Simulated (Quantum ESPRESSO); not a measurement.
CsO4:

```
Cs O
1.0
     6.23661    0.00000    0.00000
    -3.11830    5.40106    0.00000
     0.00000    0.00000    5.00147
Cs O
1 4
Cartesian
  0.0000 0.0000 2.5007
  3.1183 0.0000 2.5007
  -1.5592 2.7005 2.5007
  1.5592 2.7005 2.5007
  0.0000 0.0000 0.0000
```

The cell was built by a generator and needn't be a form met in nature.

* Program: Quantum ESPRESSO 7.5
* Task: relaxation of cell and atoms
* Functional: SOGGA
* Potentials or basis: GBRV 1.5 PBE
* Cutoff: 612 eV
* Density cutoff: 4898 eV
* k mesh: 3 × 3 × 3, shifted
* Occupations: fermi-dirac, width 0.05 eV
* Spin: no spin polarisation

At the start: pressure -5.3 GPa; volume 33.69 Å³/atom.

Problem. How do energy, volume and symmetry change on relaxing?

Solution. Over 15 steps the energy falls by 964.5 meV/atom and the volume is 14.27 Å³/atom (-57.6 %); space group P6/mmm (No. 191, to 0.05 Å).

The path:
```
step  energy change (eV)  largest force (eV/Å)  pressure (GPa)  volume (Å³)
   1              0.0000                0.0000           -5.26       168.47
   2             -0.0529                0.0000           -5.34       166.88
   3             -0.6451                0.0000           -6.16       150.45
   4             -1.2490                0.0000           -6.88       135.56
   5             -1.8415                0.0000           -7.35       122.02
   6             -2.3885                0.0000           -7.24       109.61
   7             -2.8456                0.0000           -6.13        98.10
   8             -3.1691                0.0000           -3.32        87.18
   9             -3.3609                0.0000            0.58        77.94
  10             -3.5841                0.0000            3.21        72.42
  11             -3.9524                0.0000            8.65        66.92
  12             -4.5281                0.0000            8.54        66.62
  13             -4.7867                0.0000            2.34        69.76
  14             -4.8208                0.0000            0.51        71.00
  15             -4.8226                0.0000            0.04        71.36
```

Final structure:
```cif
data_structure
_symmetry_space_group_name_H-M 'P 1'
_symmetry_Int_Tables_number 1
_cell_length_a 4.4499
_cell_length_b 4.4499
_cell_length_c 4.1614
_cell_angle_alpha 90.000
_cell_angle_beta 90.000
_cell_angle_gamma 120.000
_cell_volume 71.36
loop_
_atom_site_label
_atom_site_type_symbol
_atom_site_fract_x
_atom_site_fract_y
_atom_site_fract_z
_atom_site_occupancy
Cs1 Cs 0.00000 0.00000 0.50000 1
O1 O 0.50000 0.00000 0.50000 1
O2 O 0.00000 0.50000 0.50000 1
O3 O 0.50000 0.50000 0.50000 1
O4 O 0.00000 0.00000 0.00000 1
```

Caveat: the k mesh is coarse (spacing up to 0.42 Å⁻¹), so the values aren't converged; the potentials were made for another functional, which shifts forces and pressure; SOGGA exchange is joined with the correlation of PBE here; the volume moved by over 15 % at a fixed basis, so the end points are rough; an odd number of electrons without spin polarisation forces a metal; a magnetic or distorted state may lie lower.
